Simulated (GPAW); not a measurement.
## Ta3N in GPAW: the effect of functional

Crystal: Ta3N.

```xyz
4
Lattice="3.0322 0.0000 0.0000 -1.5161 2.6260 0.0000 0.0000 0.0000 7.5241" Properties=species:S:1:pos:R:3 pbc="T T T"
Ta    1.5161    0.8753    6.2155
Ta    0.0000    1.7507    1.3087
Ta    0.0000    0.0000    3.7621
N     0.0000    0.0000    0.0000
```

The cell comes from a database or a generator and needn't be the stable form of this composition.

Alike in all runs:

```yaml
Program: GPAW 26.7.0
Task: band structure
Cutoff: 800 eV
Basis: pw
k_mesh: 7 × 7 × 3
Occupations: fermi-dirac, width 0.05 eV
Spin: no spin polarisation
```

```csv
functional,potentials or basis,pressure (GPa),largest force (eV/Å)
LDA,the program's PAW data sets (release 1.2.1) made for this functional,-14.0,0.74
PBE,GPAW PAW data sets (gpaw-data 1.2.1),-0.6,0.24
PBEsol,PAW data sets generated in the run's folder for this functional,-8.0,0.52
RPBE,the program's PAW data sets (release 1.2.1) made for this functional,?,?
revPBE,the program's PAW data sets (release 1.2.1) made for this functional,2.4,0.13
```

**Question.** What does the run with functional RPBE give?

**Answer.** Pressure 3.6 GPa; largest force 0.09 eV/Å.
